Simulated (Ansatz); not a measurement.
# C3H8Cl3NSi: taking an electron away

The task here is to estimate one member of a computed series from the others.

Method: unrestricted cation, the program's frozen cores in correlated methods; program: Ansatz 0.2.0, Gaussian basis.

The runs, in order: UKS PBE-D4/def2-TZVPP; UKS r2SCAN-D4/def2-TZVPP; UKS PBE0-D4/def2-TZVPP; UKS B3LYP-D4/def2-TZVPP; UKS wB97X-V/def2-TZVPP; UKS wB97M-V/def2-TZVPP; UKS B2PLYP/def2-TZVPP; UHF-CCSD(T)/def2-TZVPP; UHF-MP2/def2-QZVPP; extrapolation to the limit; then −ε(HOMO) from the neutral's earlier runs with LDA (SPW92), PBE-D4, revPBE-D4, BLYP-D4, r2SCAN-D4, B97M-V, PBE0-D4, B3LYP-D4, r2SCANh-D4, r2SCAN0-D4, HSE06-D4, BHLYP-D4, CAM-B3LYP-D4, LC-ωPBE, ωB97X-V, ωB97M-V.

## The relaxed structure

The geometry comes from an earlier relaxation with PBE0-D4 in a triple-zeta def2 set; it is a stationary point, not always the lowest conformer.

SMILES `CC(C)N[Si](Cl)(Cl)Cl`, 16 atoms, charge 0, spin multiplicity 1.

Atoms are counted from 1 here; the program's logs count them from 0.

Bond lengths: C1–C2 1.520 Å, C1–H9 1.092 Å, C1–H10 1.095 Å, C1–H11 1.091 Å, C2–C3 1.520 Å, C2–N4 1.458 Å, C2–H12 1.097 Å, C3–H13 1.095 Å, C3–H14 1.091 Å, C3–H15 1.092 Å, N4–Si5 1.675 Å, N4–H16 1.008 Å, Si5–Cl6 2.041 Å, Si5–Cl7 2.042 Å, Si5–Cl8 2.033 Å. Angles: C2–C1–H9 111.0°, C2–C1–H10 110.4°, C2–C1–H11 110.7°, H9–C1–H10 107.8°, H9–C1–H11 108.6°, H10–C1–H11 108.2°, C1–C2–C3 112.2°, C1–C2–N4 110.9°, C1–C2–H12 108.1°, C3–C2–N4 110.7°, C3–C2–H12 108.1°, N4–C2–H12 106.6°, C2–C3–H13 110.4°, C2–C3–H14 110.7°, C2–C3–H15 111.0°, H13–C3–H14 108.2°, H13–C3–H15 107.8°, H14–C3–H15 108.7° and more.

The first run:

in.yaml reads:

```yaml
crystal:
  periodic: [false, false, false]
  atoms:
    - {symbol: C, position_ang: [1.525099, 0.057756, -0.977034]}
    - {symbol: C, position_ang: [0.531091, 0.036104, 0.172483]}
    - {symbol: C, position_ang: [0.925255, -0.957745, 1.252389]}
    - {symbol: N, position_ang: [-0.817664, -0.234877, -0.311449]}
    - {symbol: Si, position_ang: [-2.112374, 0.823367, -0.221140]}
    - {symbol: Cl, position_ang: [-2.532977, 1.363263, 1.702206]}
    - {symbol: Cl, position_ang: [-1.760828, 2.577903, -1.205577]}
    - {symbol: Cl, position_ang: [-3.728275, -0.098012, -1.040317]}
    - {symbol: H, position_ang: [2.529919, 0.296333, -0.620811]}
    - {symbol: H, position_ang: [1.566379, -0.921548, -1.464113]}
    - {symbol: H, position_ang: [1.235038, 0.797855, -1.724566]}
    - {symbol: H, position_ang: [0.507482, 1.035974, 0.621958]}
    - {symbol: H, position_ang: [0.943095, -1.974244, 0.846873]}
    - {symbol: H, position_ang: [0.212674, -0.933105, 2.078369]}
    - {symbol: H, position_ang: [1.921172, -0.736485, 1.642999]}
    - {symbol: H, position_ang: [-0.945076, -1.132538, -0.752280]}
basis:
  gaussian: {orbitals: def2-TZVPP}
total_charge: 1
magnetization: {spin_polarized: true, initial_magnetization: 1}
hamiltonian: {xc: pbe, dispersion: d4}
```

Launch:

```bash
$ ansatz run in.yaml --threads 4 --pin off --events-out ev --progress --plain --max-ram 41984MiB --backend cuda --devices 0, --max-vram 37GiB
```

Steps of the session up to this table: Cation, UKS PBE-D4/def2-TZVPP; Cation, UKS r2SCAN-D4/def2-TZVPP; Cation, UKS PBE0-D4/def2-TZVPP; Cation, UKS B3LYP-D4/def2-TZVPP; Cation, UKS wB97X-V/def2-TZVPP; Cation, UKS wB97M-V/def2-TZVPP; Cation, UKS B2PLYP (frozen core)/def2-TZVPP; Cation, UHF-CCSD(T)/def2-TZVPP; Cation, UHF-MP2/def2-QZVPP.

One table of the session follows, with a row left open; its other results are not shown here.

It belongs to the step «Ionisation energies side by side». Orbital estimates, from the neutral's runs:

```
  functional  −ε(HOMO) (eV)
 LDA (SPW92)           6.33
      PBE-D4           6.15
   revPBE-D4           6.08
     BLYP-D4           6.01
   r2SCAN-D4           6.44
      B97M-V           6.56
     PBE0-D4           7.54
    B3LYP-D4           7.30
  r2SCANh-D4           6.96
  r2SCAN0-D4           7.74
    HSE06-D4           7.14
    BHLYP-D4           8.84
CAM-B3LYP-D4           8.94
     LC-ωPBE          10.33
     ωB97X-V           9.96
     ωB97M-V              ?
```

Q: Estimate the row for ωB97M-V from the others.

The run gave: −ε(HOMO) (eV): 9.85. In the column «−ε(HOMO) (eV)» it lies between CAM-B3LYP-D4 (8.94) and ωB97X-V (9.96).

To keep in mind: The cation may have settled in a state other than its lowest; no search over hole states beyond the program's own was made.
